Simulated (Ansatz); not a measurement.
# Si2W3: a frozen normal mode

Aim: for Si2W3, freeze in mode 27 at growing amplitude.

Computed with Ansatz 0.2.0 (DFT PBEsol, scalar-relativistic, plane waves, PAW, unless a step's input says otherwise).

3 further runs of the same task are left out: 1 that didn't finish, 2 set aside as unsound or not needed.

## (1) The structure to begin with

It takes space group P4/mbm (No. 127, tetragonal). The conventional cell has a = 6.582 Å, b = 6.582 Å, c = 3.275 Å, α = 90.00°, β = 90.00°, γ = 90.00°. Si (site symmetry m2m) is surrounded by 1 Si at 2.50 Å and 8 W at 2.52 to 2.57 Å. W (site symmetry 4/m) is surrounded by 4 Si at 2.57 Å. W (site symmetry m2m) is surrounded by 6 Si at 2.52 to 2.54 Å.

Structure file:

```xyz
10
Lattice="6.5824 0.0000 0.0000 0.0000 6.5824 0.0000 0.0000 0.0000 3.2749" Properties=species:S:1:pos:R:3 pbc="T T T"
Si    0.8826    4.1738    0.0000
Si    5.6999    2.4087    0.0000
Si    4.1738    5.6999    0.0000
Si    2.4087    0.8826    0.0000
W     3.2912    3.2912    0.0000
W     0.0000    0.0000    0.0000
W     4.3435    1.0523    1.6375
W     2.2390    5.5302    1.6375
W     1.0523    2.2390    1.6375
W     5.5302    4.3435    1.6375
```

It goes back to an entry of the Materials Project, which need not be the stable form.

It is the result of an earlier relaxation at this level (volume 14.19 Å³/atom; gap on the mesh: none (metal)).

## (2) The reference cell

The reference gives a free energy of -64025.8384 eV, pressure -0.02 GPa, largest force 0.030 eV/Å and gap on the mesh none (metal). It was computed beforehand with the settings of the runs below.

## (3) The scan: a frozen normal mode

Mode 27 of the phonon run on this cell, counted from the lowest, is frozen in: each atom moves by x times its row below, so x is the largest displacement.

```
atom      ux      uy     uz
 Si1   0.236   0.236  0.000
 Si2   0.236   0.236  0.000
 Si3  -0.707  -0.707  0.000
 Si4  -0.707  -0.707  0.000
  W5   0.021   0.090  0.000
  W6   0.090   0.021  0.000
  W7   0.029   0.029  0.000
  W8   0.029   0.029  0.000
  W9  -0.013  -0.013  0.000
 W10  -0.013  -0.013  0.000
```

## (4) Point x = -0.200 Å

The input, input.yaml:

```yaml
crystal:
  lattice:
    - [6.582437603, 0.0, 0.0]
    - [0.0, 6.582437603, 0.0]
    - [0.0, 0.0, 3.2749106436]
  atoms:
    - { symbol: Si, position: [0.1269050396, 0.6269050396, 0.0] }
    - { symbol: Si, position: [0.8587484176, 0.3587484176, 0.0] }
    - { symbol: Si, position: [0.6555629592, 0.8874063372, 0.0] }
    - { symbol: Si, position: [0.3874063372, 0.1555629592, 0.0] }
    - { symbol: W, position: [0.4993528234, 0.4972766911, 0.0] }
    - { symbol: W, position: [-0.0027233089, -0.0006471766, 0.0] }
    - { symbol: W, position: [0.6589637698, 0.1589637698, 0.5] }
    - { symbol: W, position: [0.3392484662, 0.8392484662, 0.5] }
    - { symbol: W, position: [0.1602504459, 0.3405351423, 0.5] }
    - { symbol: W, position: [0.8405351423, 0.6602504459, 0.5] }
basis:
  ecutwfc: 420
kpoints:
  mp_grid: { grid: [6, 6, 12] }
hamiltonian:
  xc: pbesol
scf:
  occupations: { method: gaussian, width: 0.15 }
output:
  forces: true
  stress: true
  eigenvalues: true
```

The run is started by

```bash
> ansatz run input.yaml --threads 2 --pin off --max-ram 5120MiB --backend cpu --events-out ev --progress --plain --runs-dir out
```

Output, cut to the lines that bear on the results:

```text
Warning: RAYON_NUM_THREADS=2 ignored (pool sized by the plan → 2); use --threads N
[...]
Pseudopotentials: kind: paw
Pseudopotential: Si, paw, valence charge 4, recommended cutoff 420 eV (normal), Si.paw.azcp
Pseudopotential: W, paw, valence charge 14, recommended cutoff 420 eV (normal), W.paw.azcp
Functional definition: PBEsol
[...]
Crystal: 10 atoms, lattice volume = 141.897 Å³
Basis set: ecut = 420 eV, 2767 PW (Γ), exchange–correlation on 90×90×48 points (8 copies of the dense FFT grid, shifted against one another)
Bands: 60, of which v1, the nominal top of the filled ones, is band 50 counted from 1 (49 counted from 0)
Symmetry: 4 space group operations
Space group: Amm2 (ITA 38), of the structure as read, at distance tolerance 5.2e-5 Å
k-points: 91 of 432 (time reversal used)
[...]
SCF iter   1: F=—  HF=-64025.019374 eV  |F-HF|=—  |Δ(HF+E_count)|=         —  Δρ=8.71e-3  dr2=1.27e-1  ethr=1.77e-3  ⟨swp⟩=6.0  Hψ=21469  notcnv=0
[...]
SCF iter   7: F=-64024.992852 eV  HF=-64024.992852 eV  |F-HF|=2.28e-9  |Δ(HF+E_count)|=   3.12e-8  Δρ=1.10e-6  dr2=3.19e-9  ethr=1.00e-10  ⟨swp⟩=9.8  Hψ=20690  notcnv=0
[...]
SCF converged after 7 iterations
Free energy (F): -64024.992852 eV
[...]
E sigma→0 (E₀):  -64024.962424 eV
Entropy (-TS):   -0.060856 eV (-6.086 meV/atom)
Fermi energy:    19.640364 eV
[...]
--- Forces (eV/Å), atoms counted from 1 ---
  atom   1  Si     0.77819866     0.77819866     0.00000000
  atom   2  Si     0.87156327     0.87156327     0.00000000
  atom   3  Si    -2.55905933    -2.60146004     0.00000000
  atom   4  Si    -2.60146004    -2.55905933     0.00000000
  atom   5  W      0.50604274     2.25619018     0.00000000
  atom   6  W      2.25619018     0.50604274     0.00000000
  atom   7  W      0.91777453     0.91777453     0.00000000
  atom   8  W      0.43033918     0.43033918     0.00000000
[...]
--- Stress (GPa, compression-positive) ---
        2.702045       0.590679       0.000000
        0.590679       2.702045       0.000000
        0.000000       0.000000       2.260602
  P = ⅓ Tr σ = 2.5549 GPa (25.549 kbar)
--- Band table (eV; the first three rows and the last of 91) ---
[...]
```

Run time: 82 s. Hardware: 2 threads of AMD EPYC (Zen 3), shared host; peak memory 0.79 GiB.

## (5) A run with other settings

input.yaml, as its differences from that of step 4:

```diff
@@ -24,5 +24,6 @@
   occupations: { method: gaussian, width: 0.15 }
+  max_iter: many
 output:
   forces: true
+  eigenvalues: true
   stress: true
-  eigenvalues: true
```

The run is started by

```bash
> ansatz run input.yaml --threads 2 --pin off --max-ram 5120MiB --backend cpu --events-out ev --progress --plain --runs-dir out
```

Output:

```text
Error: YAML parse error: error: line 25 column 13: invalid u64
  --> <input>:25:13
   |
23 | scf:
24 |   occupations: { method: gaussian, width: 0.15 }
25 |   max_iter: many
   |             ^ invalid u64
26 | output:
27 |   forces: true
   |
```

It took 0.07 s on 2 threads of AMD EPYC (Zen 3), shared host; peak memory 0.026 GiB.

## (6) Diagnosis

The run ended at the input check. The line that matters: «line 25 column 13: invalid u64»

In the input, scf.max_iter is many. The key wants another kind of value (number, word, list or true/false) than the one typed.

Remedy: delete scf.max_iter (the default then holds).

## (7) Point x = 0.150 Å

The input, input.yaml:

```yaml
crystal:
  lattice:
    - [6.582437603, 0.0, 0.0]
    - [0.0, 6.582437603, 0.0]
    - [0.0, 0.0, 3.2749106436]
  atoms:
    - { symbol: Si, position: [0.1394582645, 0.6394582645, 0.0] }
    - { symbol: Si, position: [0.8713016425, 0.3713016425, 0.0] }
    - { symbol: Si, position: [0.6179648248, 0.8498082028, 0.0] }
    - { symbol: Si, position: [0.3498082028, 0.1179648248, 0.0] }
    - { symbol: W, position: [0.5004853824, 0.5020424816, 0.0] }
    - { symbol: W, position: [0.0020424816, 0.0004853824, 0.0] }
    - { symbol: W, position: [0.6605280633, 0.1605280633, 0.5] }
    - { symbol: W, position: [0.3408127597, 0.8408127597, 0.5] }
    - { symbol: W, position: [0.1595630562, 0.3398477526, 0.5] }
    - { symbol: W, position: [0.8398477526, 0.6595630562, 0.5] }
basis:
  ecutwfc: 420
kpoints:
  mp_grid: { grid: [6, 6, 12] }
hamiltonian:
  xc: pbesol
scf:
  occupations: { method: gaussian, width: 0.15 }
output:
  forces: true
  stress: true
  eigenvalues: true
```

The run is started by

```bash
> ansatz run input.yaml --threads 2 --pin off --max-ram 5120MiB --backend cpu --events-out ev --progress --plain --runs-dir out
```

Output, cut to the lines that bear on the results:

```text
Warning: RAYON_NUM_THREADS=2 ignored (pool sized by the plan → 2); use --threads N
[...]
[... 4 set-up lines as earlier in the session ...]
[...]
Crystal: 10 atoms, lattice volume = 141.897 Å³
Basis set: ecut = 420 eV, 2767 PW (Γ), exchange–correlation on 90×90×48 points (8 copies of the dense FFT grid, shifted against one another)
Bands: 60, of which v1, the nominal top of the filled ones, is band 50 counted from 1 (49 counted from 0)
[... 2 set-up lines as earlier in the session ...]
k-points: 91 of 432 (time reversal used)
[...]
SCF converged after 6 iterations
Free energy (F): -64025.366240 eV
[...]
E sigma→0 (E₀):  -64025.335477 eV
Entropy (-TS):   -0.061525 eV (-6.153 meV/atom)
Fermi energy:    19.653404 eV
[...]
--- Forces (eV/Å), atoms counted from 1 ---
  atom   1  Si    -0.64139945    -0.64139945     0.00000000
  atom   2  Si    -0.60051924    -0.60051924     0.00000000
  atom   3  Si     1.92706315     1.88307651     0.00000000
  atom   4  Si     1.88307651     1.92706315     0.00000000
  atom   5  W     -0.37378795    -1.62884660     0.00000000
  atom   6  W     -1.62884660    -0.37378795     0.00000000
  atom   7  W     -0.35816050    -0.35816050     0.00000000
  atom   8  W     -0.65629838    -0.65629838     0.00000000
[...]
--- Stress (GPa, compression-positive) ---
        1.472575       0.329566       0.000000
        0.329566       1.472575       0.000000
        0.000000       0.000000       1.335949
  P = ⅓ Tr σ = 1.4270 GPa (14.270 kbar)
--- Band table (eV; the first three rows and the last of 91) ---
[...]
```

Run time: 85 s. Hardware: 2 threads of AMD EPYC (Zen 3), shared host; peak memory 0.78 GiB.

## (8) Point x = -0.100 Å

The input, input.yaml:

```yaml
crystal:
  lattice:
    - [6.582437603, 0.0, 0.0]
    - [0.0, 6.582437603, 0.0]
    - [0.0, 0.0, 3.2749106436]
  atoms:
    - { symbol: Si, position: [0.1304916753, 0.6304916753, 0.0] }
    - { symbol: Si, position: [0.8623350533, 0.3623350533, 0.0] }
    - { symbol: Si, position: [0.6448206351, 0.8766640131, 0.0] }
    - { symbol: Si, position: [0.3766640131, 0.1448206351, 0.0] }
    - { symbol: W, position: [0.4996764117, 0.4986383456, 0.0] }
    - { symbol: W, position: [-0.0013616544, -0.0003235883, 0.0] }
    - { symbol: W, position: [0.6594107108, 0.1594107108, 0.5] }
    - { symbol: W, position: [0.3396954072, 0.8396954072, 0.5] }
    - { symbol: W, position: [0.1600540489, 0.3403387453, 0.5] }
    - { symbol: W, position: [0.8403387453, 0.6600540489, 0.5] }
basis:
  ecutwfc: 420
kpoints:
  mp_grid: { grid: [6, 6, 12] }
hamiltonian:
  xc: pbesol
scf:
  occupations: { method: gaussian, width: 0.15 }
output:
  forces: true
  stress: true
  eigenvalues: true
```

The run is started by

```bash
> ansatz run input.yaml --threads 2 --pin off --max-ram 5120MiB --backend cpu --events-out ev --progress --plain --runs-dir out
```

Output, cut to the lines that bear on the results:

```text
Warning: RAYON_NUM_THREADS=2 ignored (pool sized by the plan → 2); use --threads N
[...]
[... 4 set-up lines as earlier in the session ...]
[...]
Crystal: 10 atoms, lattice volume = 141.897 Å³
Basis set: ecut = 420 eV, 2767 PW (Γ), exchange–correlation on 90×90×48 points (8 copies of the dense FFT grid, shifted against one another)
Bands: 60, of which v1, the nominal top of the filled ones, is band 50 counted from 1 (49 counted from 0)
[... 2 set-up lines as earlier in the session ...]
k-points: 91 of 432 (time reversal used)
[...]
SCF converged after 6 iterations
Free energy (F): -64025.629628 eV
[...]
E sigma→0 (E₀):  -64025.598516 eV
Entropy (-TS):   -0.062224 eV (-6.222 meV/atom)
Fermi energy:    19.663327 eV
[...]
--- Forces (eV/Å), atoms counted from 1 ---
  atom   1  Si     0.41393907     0.41393907     0.00000000
  atom   2  Si     0.41622957     0.41622957     0.00000000
  atom   3  Si    -1.23723122    -1.27525746     0.00000000
  atom   4  Si    -1.27525746    -1.23723122     0.00000000
  atom   5  W      0.24708467     1.05636768     0.00000000
  atom   6  W      1.05636768     0.24708467     0.00000000
  atom   7  W      0.41782520     0.41782520     0.00000000
  atom   8  W      0.25965698     0.25965698     0.00000000
[...]
--- Stress (GPa, compression-positive) ---
        0.609366       0.146134       0.000000
        0.146134       0.609366       0.000000
        0.000000       0.000000       0.654734
  P = ⅓ Tr σ = 0.6245 GPa (6.245 kbar)
--- Band table (eV; the first three rows and the last of 91) ---
[...]
```

Run time: 81 s. Hardware: 2 threads of AMD EPYC (Zen 3), shared host; peak memory 0.79 GiB.

## (9) At x = 0.050 Å

The input, input.yaml:

```yaml
crystal:
  lattice:
    - [6.582437603, 0.0, 0.0]
    - [0.0, 6.582437603, 0.0]
    - [0.0, 0.0, 3.2749106436]
  atoms:
    - { symbol: Si, position: [0.1358716288, 0.6358716288, 0.0] }
    - { symbol: Si, position: [0.8677150068, 0.3677150068, 0.0] }
    - { symbol: Si, position: [0.6287071489, 0.8605505269, 0.0] }
    - { symbol: Si, position: [0.3605505269, 0.1287071489, 0.0] }
    - { symbol: W, position: [0.5001617941, 0.5006808272, 0.0] }
    - { symbol: W, position: [0.0006808272, 0.0001617941, 0.0] }
    - { symbol: W, position: [0.6600811223, 0.1600811223, 0.5] }
    - { symbol: W, position: [0.3403658187, 0.8403658187, 0.5] }
    - { symbol: W, position: [0.1597594533, 0.3400441497, 0.5] }
    - { symbol: W, position: [0.8400441497, 0.6597594533, 0.5] }
basis:
  ecutwfc: 420
kpoints:
  mp_grid: { grid: [6, 6, 12] }
hamiltonian:
  xc: pbesol
scf:
  occupations: { method: gaussian, width: 0.15 }
output:
  forces: true
  stress: true
  eigenvalues: true
```

The run is started by

```bash
> ansatz run input.yaml --threads 2 --pin off --max-ram 5120MiB --backend cpu --events-out ev --progress --plain --runs-dir out
```

Output, cut to the lines that bear on the results:

```text
Warning: RAYON_NUM_THREADS=2 ignored (pool sized by the plan → 2); use --threads N
[...]
[... 4 set-up lines as earlier in the session ...]
[...]
Crystal: 10 atoms, lattice volume = 141.897 Å³
Basis set: ecut = 420 eV, 2767 PW (Γ), exchange–correlation on 90×90×48 points (8 copies of the dense FFT grid, shifted against one another)
Bands: 60, of which v1, the nominal top of the filled ones, is band 50 counted from 1 (49 counted from 0)
[... 2 set-up lines as earlier in the session ...]
k-points: 91 of 432 (time reversal used)
[...]
SCF converged after 6 iterations
Free energy (F): -64025.786380 eV
[...]
E sigma→0 (E₀):  -64025.755027 eV
Entropy (-TS):   -0.062705 eV (-6.271 meV/atom)
Fermi energy:    19.669545 eV
[...]
--- Forces (eV/Å), atoms counted from 1 ---
  atom   1  Si    -0.19730541    -0.19730541     0.00000000
  atom   2  Si    -0.21845162    -0.21845162     0.00000000
  atom   3  Si     0.63991483     0.60832132     0.00000000
  atom   4  Si     0.60832132     0.63991483     0.00000000
  atom   5  W     -0.12305911    -0.51946381     0.00000000
  atom   6  W     -0.51946381    -0.12305911     0.00000000
  atom   7  W     -0.13345500    -0.13345500     0.00000000
  atom   8  W     -0.20556635    -0.20556635     0.00000000
[...]
--- Stress (GPa, compression-positive) ---
        0.097894       0.036605       0.000000
        0.036605       0.097894       0.000000
        0.000000       0.000000       0.236856
  P = ⅓ Tr σ = 0.1442 GPa (1.442 kbar)
--- Band table (eV; the first three rows and the last of 91) ---
[...]
```

Wall time 79 s (2 threads of AMD EPYC (Zen 3), shared host); peak memory 0.78 GiB.

## (10) The scan collected

Collected from the runs (energy zero: the undisturbed cell):

| x (Å) | ΔE (meV/cell) | force along the mode (eV/Å) | pressure (GPa) |
| --- | --- | --- | --- |
| -0.200 | 845.6 | 8.598 | 2.6 |
| -0.100 | 208.8 | 4.193 | 0.6 |
| 0.000 | 0.0 | 0.000 | 0.0 |
| 0.050 | 52.0 | -2.084 | 0.1 |
| 0.150 | 472.2 | -6.354 | 1.4 |

## (11) Summary of results

```
                                          quantity     value
                   harmonic wavenumber of the mode  413 cm⁻¹
the same from the force at an amplitude of 0.050 Å  413 cm⁻¹
   step 5, run with max_iter many (against step 4)   refused
```

The force at the smallest amplitude gives 413 cm⁻¹ against 413 cm⁻¹ from the phonon run, so the curve is close to a parabola there. No sampled point lies below the undisturbed cell. The runs treat W without spin-orbit coupling.
